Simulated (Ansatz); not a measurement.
# GeH2ClF (SMILES [F][GeH2][Cl]) at PBE0/aug-cc-pVDZ

What is the electronic atomisation energy of GeH2ClF at PBE0/aug-cc-pVDZ? 

Program for the calculation: Ansatz 0.2.0.

47 further runs of the same task are left out: 2 that didn't finish, 45 set aside as unsound or not needed.

### Step 1. The structure to begin with

GeH2ClF has 5 atoms, charge 0, and is taken as a singlet. As SMILES, `[F][GeH2][Cl]`. The coordinates come from a PBE0-D4/def2-TZVP relaxation.

Bond lengths: F1–Ge2 1.730 Å, Ge2–Cl3 2.133 Å, Ge2–H4 1.528 Å, Ge2–H5 1.528 Å. Angles: F1–Ge2–Cl3 106.4°, F1–Ge2–H4 107.1°, F1–Ge2–H5 107.1°, Cl3–Ge2–H4 109.1°, Cl3–Ge2–H5 109.1°, H4–Ge2–H5 117.4°.

### Step 2. The energy at PBE0/aug-cc-pVDZ

Contents of input.yaml:

```yaml
crystal:
  periodic: [false, false, false]
  atoms:
    - symbol: F
      position_ang: [-0.242000, -0.508000, 1.588600]
    - symbol: Ge
      position_ang: [0.139900, -0.089200, -0.045500]
    - symbol: Cl
      position_ang: [-1.390300, 1.244900, -0.698900]
    - symbol: H
      position_ang: [0.067600, -1.375500, -0.867400]
    - symbol: H
      position_ang: [1.474700, 0.654200, -0.018300]
basis:
  gaussian: {orbitals: aug-cc-pVDZ}
hamiltonian: {xc: {name: PBE0}}
accuracy: high
output: {orbitals: {seedname: orbitals}}
```

Launch:

```console
ansatz run input.yaml --threads 1 --pin off --max-ram 3480MiB --events-out events.jsonl --progress --plain --runs-dir runs
```

Standard output:

```text
Warning: RAYON_NUM_THREADS=1 ignored (pool sized by the plan → 1); use --threads N
Functional definition: PBE0
  name "PBE0"
  parameter a = 0.25
  parameter kappa = 0.804
  parameter beta = 0.06672455060314922
  exchange = (1 - a)*pbe_x(kappa = kappa, mu = beta*pi^2/3) + a*exact_x
  correlation = pbe_c(beta = beta)
2113 factors; integrals over basis functions are off by at most 4.4e-9 eV
mean field evaluation 1: about -71776.2867 eV, gradient 3.4e1 eV
mean field evaluation 2: about -71772.5084 eV, gradient 6.0e1 eV
mean field evaluation 4: about -71778.1094 eV, gradient 1.4e0 eV
mean field evaluation 8: about -71778.1755 eV, gradient 8.3e-2 eV
mean field evaluation 16: about -71778.1755 eV, gradient 1.2e-5 eV
mean field -71778.17551531 eV, -2637.7992971930 hartree, gradient 9.7e-9 eV, S^2 0.000000; 0 other end points of the search recorded, 0 dependent functions left out
reference -71778.17552014 eV, -2637.7992973703 hartree; 30, 30 occupied and 74, 74 virtual orbitals, 2113 factors
Total energy: -71778.17552014 eV, -2637.7992973703 hartree
```

It took 14 s on 1 thread of Arm Neoverse V1, shared host; peak memory 0.38 GiB.

### Step 3. The Cl atom, same level

Contents of in.yaml:

```yaml
crystal:
  periodic: [false, false, false]
  atoms:
    - {symbol: Cl, position_ang: [0.000000, 0.000000, 0.000000]}
basis:
  gaussian:
    orbitals: aug-cc-pVDZ
magnetization:
  spin_polarized: true
  initial_magnetization: 1
hamiltonian:
  xc: pbe0
accuracy: high
```

Run the same way, it converges to -459.99242 Eh (log not shown).

### Step 4. The F atom

Contents of run.yaml:

```yaml
basis:
  gaussian: {orbitals: aug-cc-pVDZ}
crystal:
  periodic: [false, false, false]
  atoms:
    - {symbol: F, position_ang: [0.000000, 0.000000, 0.000000]}
accuracy: high
hamiltonian: {xc: {name: PBE0}}
magnetization: {spin_polarized: true, initial_magnetization: 1}
total_charge: 0
```

Run the same way, it converges to -99.64640 Eh (log not shown).

### Step 5. The Ge atom at the same level

Contents of molecule.yaml:

```yaml
crystal:
  periodic: [false, false, false]
  atoms:
    - {symbol: Ge, position_ang: [0.000000, 0.000000, 0.000000]}
basis:
  gaussian: {orbitals: aug-cc-pVDZ}
total_charge: 0
magnetization: {spin_polarized: true, initial_magnetization: 2}
hamiltonian: {xc: pbe0}
accuracy: high
```

Run the same way, it converges to -2076.62848 Eh (log not shown).

### Step 6. The H atom, same level

Contents of input.yaml:

```yaml
crystal:
  periodic: [false, false, false]
  atoms:
    - {symbol: H, position_ang: [0.000000, 0.000000, 0.000000]}
basis:
  gaussian:
    orbitals: aug-cc-pVDZ
accuracy: high
magnetization:
  spin_polarized: true
  initial_magnetization: 1
hamiltonian:
  xc: pbe0
```

Launch:

```console
ansatz run input.yaml --threads 1 --pin off --max-ram 3480MiB --events-out events.jsonl --progress --plain --runs-dir runs
```

Standard output (excerpt; [...] marks lines left out):

```text
Warning: RAYON_NUM_THREADS=1 ignored (pool sized by the plan → 1); use --threads N
[... 7 set-up lines as earlier in the session ...]
42 factors; integrals over basis functions are off by at most 4.4e-8 eV
mean field evaluation 1: about -13.6231 eV, gradient 2.5e-1 eV
mean field evaluation 2: about -13.6224 eV, gradient 2.3e-1 eV
mean field evaluation 4: about -13.6234 eV, gradient 7.5e-4 eV
mean field evaluation 8: about -13.6234 eV, gradient 7.9e-9 eV
mean field -13.62340876 eV, -0.5006510378 hartree, gradient 8.3e-8 eV, S^2 0.750000; 0 other end points of the search recorded, 0 dependent functions left out
reference -13.62341311 eV, -0.5006511975 hartree; 1, 0 occupied and 8, 9 virtual orbitals, 42 factors
Total energy: -13.62341311 eV, -0.5006511975 hartree
```

Run time: 0.16 s. Hardware: 1 thread of Arm Neoverse V1, shared host.

### Step 7. Results

At PBE0/aug-cc-pVDZ:

| quantity | value |
| --- | --- |
| molecule: total energy | -2637.79930 Eh |
| molecule: HOMO energy | -9.25 eV |
| molecule: LUMO energy | -0.67 eV |
| molecule: HOMO–LUMO gap | 8.57 eV |
| Cl atom: total energy | -459.99242 Eh |
| Cl atom: ⟨S²⟩ | 0.753 |
| F atom: total energy | -99.64640 Eh |
| F atom: ⟨S²⟩ | 0.752 |
| Ge atom: total energy | -2076.62848 Eh |
| Ge atom: ⟨S²⟩ | 2.003 |
| H atom: total energy | -0.50065 Eh |
| H atom: ⟨S²⟩ | 0.750 |
| electronic atomisation energy | 14.441 eV |

In words: Taking the molecule apart into free atoms costs 14.44 eV (333 kcal/mol), before zero-point energy and without spin-orbit coupling.
